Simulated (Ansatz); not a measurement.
**HfO2 (Fm-3m): relaxation of cell and ions**

What cell does HfO2 (Fm-3m) relax to? A script is to give a relaxation of cell and ions; the system is HfO2 (Fm-3m).

Computed with the Python package of Ansatz 0.2.0. Level of theory: DFT PBE, plane waves, PAW.

### Step 1. The structure

Symmetry: Fm-3m, No. 225, cubic system. Conventional cell: a = 5.115 Å, b = 5.115 Å, c = 5.115 Å, α = 90.00°, β = 90.00°, γ = 90.00°. Hf (site symmetry m-3m) has 8 O at 2.21 Å as nearest neighbours. Around O (site symmetry -43m) lie 4 Hf at 2.21 Å.

Input file hfo2.cif:

```cif
data_HfO2
_cell_length_a 3.616851
_cell_length_b 3.616851
_cell_length_c 3.616851
_cell_angle_alpha 60.00000
_cell_angle_beta 60.00000
_cell_angle_gamma 60.00000
_symmetry_space_group_name_H-M 'P 1'
_symmetry_Int_Tables_number 1
loop_
_symmetry_equiv_pos_as_xyz
'x, y, z'
loop_
_atom_site_label
_atom_site_type_symbol
_atom_site_fract_x
_atom_site_fract_y
_atom_site_fract_z
Hf1 Hf    0.000000    0.000000    0.000000
O2 O    0.250000    0.250000    0.250000
O3 O    0.750000    0.750000    0.750000
```

### Step 2. The code

The input, vcrelax_hfo2.py:

```python
"""Cell relaxation of HfO2."""

import logging
import sys
import warnings

import ansatz as az
from ase import Atoms
from ase.io import write
from ase.io import read
from ase.neighborlist import neighbor_list
import numpy as np

logging.basicConfig(stream=sys.stdout, format="%(name)s: %(message)s")
logger = logging.getLogger("calc")
logger.setLevel(logging.INFO)

def edges_and_angles(cell):
    cell = np.asarray(cell)
    a, b, c = np.linalg.norm(cell, axis=1)
    cosines = cell[1] @ cell[2] / (b * c), cell[0] @ cell[2] / (a * c), cell[0] @ cell[1] / (a * b)
    return (a, b, c, *np.degrees(np.arccos(cosines)))

warnings.simplefilter("ignore", az.DeckWarning)

atoms = read("hfo2.cif")
crystal = az.Crystal.from_ase(atoms)

# only the volume may change
setup = (
    crystal.calculation()
    .functional("pbe")
    .basis(380)  # cutoff of the orbital basis
    .kpoints(5, 5, 5)  # the mesh must be finer for metals
    .occupations("fixed")
    .eigensolver("davidson", mixed_precision=False)
    .scf(max_iterations=100)
    .relax(density_extrapolation="transplant", fix_cell=["shape"])  # relax until the tolerances are met
)
steps = []


def collect(event):
    if event["event"] == "relax_step":
        steps.append(event["data"])


result = setup.session().plan().execute(on_event=collect)
report = result.report
logger.info("step   energy (eV)     max comp. (eV/A)   P (GPa)  SCF")
for s in steps:
    logger.info(f"{s['step']:4d} {s['lagrangian_ev']:15.5f} {s['allowed_force_max_ev_ang']:12.4f} {s['pressure_gpa']:10.3f} {s['n_scf']:5d}")

first, last = steps[0], steps[-1]
symbols = [site.symbol for site in result.lattice.sites]
logger.info(f"energy gained {first['lagrangian_ev'] - last['lagrangian_ev']:.4f} eV in {len(steps) - 1} steps")
for label, vectors in (("before", first["cell_ang"]), ("after", result.lattice.cell_ang)):
    print(label, "a b c (A) {:.4f} {:.4f} {:.4f}  angles {:.2f} {:.2f} {:.2f}".format(*edges_and_angles(vectors)), f" V = {abs(np.linalg.det(vectors)):.3f} A^3")
print("final stress xx yy zz (GPa, compression positive):", np.round(np.diag(report["stress_gpa"]), 3) + 0.0)

relaxed = Atoms(symbols, positions=[site.position_ang for site in result.lattice.sites], cell=result.lattice.cell_ang, pbc=True)
write("relaxed.vasp", relaxed, format="vasp")

final = Atoms(symbols, positions=last["positions_ang"], cell=result.lattice.cell_ang, pbc=True)
i, j, d = neighbor_list("ijd", final, 4.5)
logger.info("neighbours within 1.15 times the shortest distance of each atom (A)")
for atom in range(len(final)):
    near = [m for m in np.argsort(d) if i[m] == atom]
    shell = [m for m in near if d[m] < 1.15 * d[near[0]]]
    print(f"{symbols[atom]}{atom} ({len(shell)}):", ", ".join(f"{symbols[j[m]]} {d[m]:.3f}" for m in shell))

logger.info("%-22s %14.5f eV" % ("F = E - TS", report["free_energy_ev"]))
logger.info("%-22s %14.5f eV" % ("E", report["internal_energy_ev"]))
logger.info("%-22s %14.5f eV" % ("Harris-Foulkes", report["harris_foulkes_ev"]))
logger.info("%-22s %14.5f eV" % ("Fermi level", report["fermi_energy_ev"]))
```

### Step 3. The input behind the calls

The package turns the script's settings into the engine's input:

```yaml
crystal:
  lattice:
    - [3.616851, 0.0, 0.0]
    - [1.8084255000000005, 3.1322848477031506, 0.0]
    - [1.8084255000000005, 1.0440949492343836, 2.9531464752250263]
  atoms:
    - { symbol: Hf, position: [0.0, 0.0, 0.0] }
    - { symbol: O, position: [0.25000000000000006, 0.25, 0.25] }
    - { symbol: O, position: [0.75, 0.75, 0.75] }
basis:
  ecutwfc: 380.0
kpoints:
  mp_grid:
    grid: [5, 5, 5]
hamiltonian:
  xc: pbe
scf:
  max_iter: 100
  occupations:
    method: fixed
  eigensolver:
    kind: davidson
    mixed_precision: false
relax:
  density_extrapolation: transplant
  cell:
    fix: [shape]
```

### Step 4. The run

The run is started by

```
$ python vcrelax_hfo2.py
```

**Question.** What results will this script give? Wanted: free energy; moves of the relaxation; energy gained; last largest force component; relaxed conventional cell; space group at the end.

The runs gave:

| quantity | value |
| --- | --- |
| free energy | -16861.3493 eV (-5620.4498 eV/atom) |
| moves of the relaxation | 3 |
| energy gained (ahead of the last change of basis) | 0.5 meV/atom |
| last largest force component | 0.0000 eV/Å |
| relaxed conventional cell | a = 5.098 Å, b = 5.098 Å, c = 5.098 Å, α = 90.00°, β = 90.00°, γ = 90.00° |
| space group at the end | Fm-3m |

What this shows: The volume shrank by 1.0 % over 3 moves, and the space group stayed Fm-3m. Notes:
- The cutoff lies under the one recommended for these potentials.
- The run is spin-unpolarised.
- Forces vanish by symmetry, so the ions can't move, and the end may be a saddle.
- Under the recommended cutoff a pressure can be off by several GPa, even in sign.
- With fixed filling the reported Fermi level is the top filled level among the k-points of the SCF.
- Energy and stress may still move on a finer k-point mesh.
- The zero of the levels is a convention of the potentials, so an absolute Fermi energy is no work function.
- Energies along a relaxation are free energies. Rows at an unchanged volume are solved on a plane-wave basis chosen afresh for that cell, so the energy jumps there and such rows are no steps of the walk.
- Edges and angles that the script prints are those of the cell as typed, here a primitive one.
- Spin-orbit coupling, which matters for elements this heavy, is left out.
